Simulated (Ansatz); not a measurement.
Consider an atomisation energy of ClH2ISi, SMILES Cl[SiH2]I (the Ansatz DFT code, driven from Python).

`run_tae.py`
```python
from collections import Counter

import ansatz as az


def energy(molecule, charge=0, unpaired=0):
    calc = molecule.calculation().basis(gaussian="def2-SVPD").functional("HF")
    if charge:
        calc = calc.charge(charge)
    if unpaired:
        calc = calc.spin("collinear", total=unpaired)
    return calc.run().report["free_energy_ev"]

GEOMETRY = """
Cl   -1.66210    0.41810   -0.91220
Si   -0.02680    0.06960    0.16510
I     1.49090   -1.26210   -1.18500
H    -0.35330   -0.66350    1.38060
H     0.60120    1.36420    0.51010
"""

system = az.Crystal.molecule()
for line in GEOMETRY.strip().splitlines():
    symbol, *xyz = line.split()
    system = system.atom(symbol, [float(v) for v in xyz])

unpaired = {"Cl": 1, "Si": 2, "I": 1, "H": 1}
counts = Counter(site.symbol for site in system.cartesian_sites)
atom_energy = {s: energy(az.Crystal.molecule().atom(s, (0, 0, 0)), 0, unpaired[s]) for s in counts}
whole = energy(system, 0, 0)
for s, e in atom_energy.items():
    print(f"{s:2s} x{counts[s]}  {e:14.5f} eV")
print(f"ClH2ISi: {whole:.5f} eV")
split = sum(counts[s] * e for s, e in atom_energy.items()) - whole
print(f"atomisation energy (no zero-point term): {split:.3f} eV, {split / sum(counts.values()):.3f} eV an atom")
```

What does it cost to take this molecule apart into atoms?

10.241 eV from the electronic energies, without the zero-point term.

What the script printed:

Running `python run_tae.py` prints:
```text
Cl x1    -12498.90258 eV
Si x1     -7857.40309 eV
I  x1     -8072.27350 eV
H  x2       -13.58606 eV
ClH2ISi: -28465.99230 eV
atomisation energy (no zero-point term): 10.241 eV, 2.048 eV an atom
```

Caveats:
- Total energies depend on the basis set; only differences at equal settings carry meaning.
- The geometry is a force-field or estimated start, not a minimum of this method, and the basis set is short of its limit. All parts are taken at fixed geometry, without zero-point energy.
- def2 sets replace the cores of elements past krypton by effective core potentials.
- Hartree-Fock leaves correlation out, so bond, atomisation and ionisation energies come out well too low.
- The spin-orbit lowering of heavy atoms is left out.
- Wall time of the script: 2.8 s on 1 thread of Arm Neoverse V1, with other jobs on the host, peak memory 0.26 GiB.
